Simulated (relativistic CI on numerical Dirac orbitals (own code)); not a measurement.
# Er XVII (Er¹⁶⁺): levels and lines

Aim: the low levels of Er¹⁶⁺, their labels and the strongest lines; further runs change one setting each.

Method: Dirac-Coulomb-Breit CI, KLI orbitals optimised for each configuration, model QED (radiative potential, 1s self-energy scaled to tabulated hydrogen-like ionisation energies). Code: relativistic CI on numerical Dirac orbitals (own code) version 2.

### Step 1. Starting point

```
ion                       : Er¹⁶⁺ (Er XVII)
nuclear charge            : 68
electrons                 : 52
isotope                   : A = 166
first configuration typed : [Kr] 4d10 4f6
```

Outer shells as boxes (Hund's rule):

first configuration typed
```
[Kr] core
4d [↑↓][↑↓][↑↓][↑↓][↑↓]
4f [↑ ][↑ ][↑ ][↑ ][↑ ][↑ ][  ]
```

### Step 2. CI with the chosen configurations

Settings of the run:

```ini
atom Er  Z=68  charge=16  electrons=52
nucleus A=166  rms_radius_fm=5.2516
hamiltonian dirac-coulomb  breit=on  qed=on  c_scale=1
orbitals kli  potential=per-configuration
slater_scale 1
correlation none
mixing on
configurations
  [Kr] 4d10 4f6
  [Kr] 4d10 4f5 5s
  [Kr] 4d10 4f4 5s2
  [Kr] 4d10 4f4 5s 5p
  [Kr] 4d10 4f5 5p
  [Kr] 4d10 4f4 5p2
  [Kr] 4d10 4f5 5d
  [Kr] 4d10 4f5 6s
  [Kr] 4d10 4f5 6p
  [Kr] 4d10 4f5 7s
  [Ar] 3d10 4s 4p6 4d10 4f7
  [Ar] 3d10 4p6 4d10 4f8
end
```

### Step 3. Correlation estimate p86

Settings: those of step 2 with these lines changed.

```diff
@@ -5,3 +5,3 @@
 slater_scale 1
-correlation none
+correlation p86
 mixing on
```

### Step 4. Without configuration mixing

Settings: those of step 3 with these lines changed.

```diff
@@ -5,4 +5,4 @@
 slater_scale 1
-correlation p86
-mixing on
+correlation none
+mixing off
 configurations
```

### Step 5. Non-relativistic limit (c × 1000)

Settings: those of step 4 with these lines changed.

```diff
@@ -2,3 +2,3 @@
 nucleus A=166  rms_radius_fm=5.2516
-hamiltonian dirac-coulomb  breit=on  qed=on  c_scale=1
+hamiltonian dirac-coulomb  breit=off  qed=off  c_scale=1000
 orbitals kli  potential=per-configuration
@@ -6,3 +6,3 @@
 correlation none
-mixing off
+mixing on
 configurations
```

(Steps that only read results are left out.)

Before running it: what results should come out? Wanted: lowest level; first excitation; lowest level of the other parity; fastest E1 line; ionisation energy.

The runs gave:

| run | time | mean size of shift, levels followed (cm⁻¹) | lowest level | ionisation energy (eV) |
| --- | --- | --- | --- | --- |
| main run | 9.1 s | 0 | 4f6 7F0 | 364.27 |
| correlation estimate p86 | 8.8 s | 2.0 | 4f6 7F0 | 366.07 |
| without configuration mixing | 8.6 s | 88.6 | 4f6 7F0 | - |
| non-relativistic limit (c × 1000) | 9.3 s | 5917 | 4f6 7F0 | - |

The tabulated theoretical ionisation energy (NIST) is 381 eV.

```
                                                                         quantity                       value
                                                                     lowest level                     4f6 7F0
                                                                 first excitation        4f6 7F1, 1260.6 cm⁻¹
                                                 lowest level of the other parity     4f5 5s 7H°2, 84007 cm⁻¹
                                                              levels in the model                        9492
fastest E1 line (by rate) to the lowest level among the lowest 400 of 9492 levels  100.9 nm, from 4f5 5s 7F°1
                                                                ionisation energy                   364.27 eV
                                  ionisation energy, tabulated theoretical (NIST)                      381 eV
```

The lowest level is 4f6 7F0, 87 % pure in LS and 54 % in jj coupling; over the low levels the means are 85 and 45 %, so LS coupling describes them better. The ionisation energy agrees with the tabulated theoretical value within its uncertainty of 19 eV. Of the changes tried, the run «non-relativistic limit (c × 1000)» moves the low levels most, by 5917 cm⁻¹ on average. Low levels that differ in the count of f electrons can be misplaced by several ten thousand cm⁻¹. Lifetimes count radiative decay inside the model alone.
